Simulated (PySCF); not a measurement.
# C3H9F3O3: the cost of one run

Computed with tblite 0.8.0 and PySCF 2.14.0; each step states its level. No surroundings beyond the atoms listed, unless a continuum is named. Atoms count from 0, parts from 1.

9 further runs of the same task are left out: 9 set aside as unsound or not needed.

## Step 1: Starting point

18 atoms, charge 0, multiplicity 1; geometry: GFN2-xTB. Parts: 1 = atoms 0–1, `F`, charge 0; 2 = atoms 2–3, `F`, charge 0; 3 = atoms 4–5, `F`, charge 0; 4 = atoms 6–17, `COC(=O)OC`, charge 0.

## Step 2: Shielding tensors: PBE0/pcSseg-1

What the job is given:

```
{"job": {"kind": "nmr", "xc": "PBE0", "basis": "pcSseg-1", "pop": false, "iso": false}, "charge": 0, "multiplicity": 1, "parts": [{"atoms": "0-1", "charge": 0, "multiplicity": 1}, {"atoms": "2-3", "charge": 0, "multiplicity": 1}, {"atoms": "4-5", "charge": 0, "multiplicity": 1}, {"atoms": "6-17", "charge": 0, "multiplicity": 1}]}
F      0.827780     0.361740    -0.654840
H      0.167940     0.831890    -0.117420
F      0.890470    -1.936050    -1.778480
H      0.945280    -1.048450    -1.445920
F     -0.060050    -4.107750    -0.630870
H      0.314800    -3.423670    -1.160750
C      1.548430     1.932410     2.055490
O      0.307100     2.454010     2.531270
C     -0.771590     2.203090     1.816270
O     -0.801030     1.566400     0.782860
O     -1.828670     2.752180     2.377910
C     -3.080940     2.549400     1.724680
H      1.795490     2.352940     1.079110
H      2.289500     2.233790     2.790270
H      1.510980     0.844050     1.987640
H     -3.765340     3.267180     2.168370
H     -2.986470     2.718690     0.650910
H     -3.434820     1.531330     1.896880
```

With the program's defaults for keys left out, this is: GIAO PBE0/pcSseg-1 NMR shielding, non-relativistic, gas phase.

Command:

```sh
> OMP_NUM_THREADS=1 python cluster_run.py task.json out
```

The driver reads the jobs from task.json and runs them one after another.

Q: Estimate the wall time and peak memory of this first job on 1 thread of Arm Neoverse V1, shared host.

About 31 s, with a peak of 0.87 GiB.
